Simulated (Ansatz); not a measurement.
# AgB2: the cost of one run

Program: Ansatz 0.2.0. Level of theory: DFT PBEsol, scalar-relativistic. These are calculated values, not measurements.

## Step 1: Starting point

Symmetry: P6/mmm, No. 191, hexagonal system. Conventional cell: a = 3.000 Å, b = 3.000 Å, c = 3.240 Å, α = 90.00°, β = 90.00°, γ = 120.00°. Around Ag (site symmetry 6/mmm) lie 12 B at 2.37 Å. Around B (site symmetry -6m2) lie 3 B at 1.73 Å and 6 Ag at 2.37 Å.

As a file:

```
CELL_PARAMETERS angstrom
3.00000 0.00000 0.00000
-1.50000 2.59808 0.00000
0.00000 0.00000 3.24000
ATOMIC_POSITIONS crystal
Ag 0.00000 0.00000 0.00000
B 0.33333 0.66667 0.50000
B 0.66667 0.33333 0.50000
```

Atoms are numbered in the order of the input: Ag1, B2, B3.

## Step 2: After the deformation

Space group P6/mmm before, P6/mmm after.

## Step 3: LAPW, all electrons

input.yaml

```yaml
crystal:
  lattice:
    - [3.0600016733, 0.0, 0.0]
    - [-1.5300008367, 2.6500391847, 0.0]
    - [0.0, 0.0, 3.24]
  atoms:
    - { symbol: Ag, position: [0.0, 0.0, 0.0] }
    - { symbol: B, position: [0.3333333333, 0.6666666667, 0.5] }
    - { symbol: B, position: [0.6666666667, 0.3333333333, 0.5] }
kpoints:
  mp_grid: { grid: [16, 16, 13] }
  band_path:
    path:
      - [0.0, 0.0, 0.0]
      - [0.5, 0.0, 0.0]
      - [0.3333333333, 0.3333333333, 0.0]
      - [0.0, 0.0, 0.0]
      - [0.0, 0.0, 0.5]
      - [0.5, 0.0, 0.5]
      - [0.3333333333, 0.3333333333, 0.5]
      - [0.0, 0.0, 0.5]
      - [0.5, 0.0, 0.5]
    npoints: 5
scf:
  occupations: { method: fermi_dirac, width: 0.05 }
hamiltonian:
  xc: pbesol
  pseudopotentials: { kind: all_electron, lapw: { basis_error: 0.001 } }
output:
  forces: true
  stress: true
  eigenvalues: true
```

Command:

```sh
> ansatz run input.yaml --threads 1 --pin off --max-ram 4096MiB --backend cpu --events-out ev --progress --plain --runs-dir out
```

Q: Estimate wall time and peak memory on 1 thread of Intel Xeon 6975P-C (Granite Rapids), shared host.

About 22 s, with a peak of 0.63 GiB.
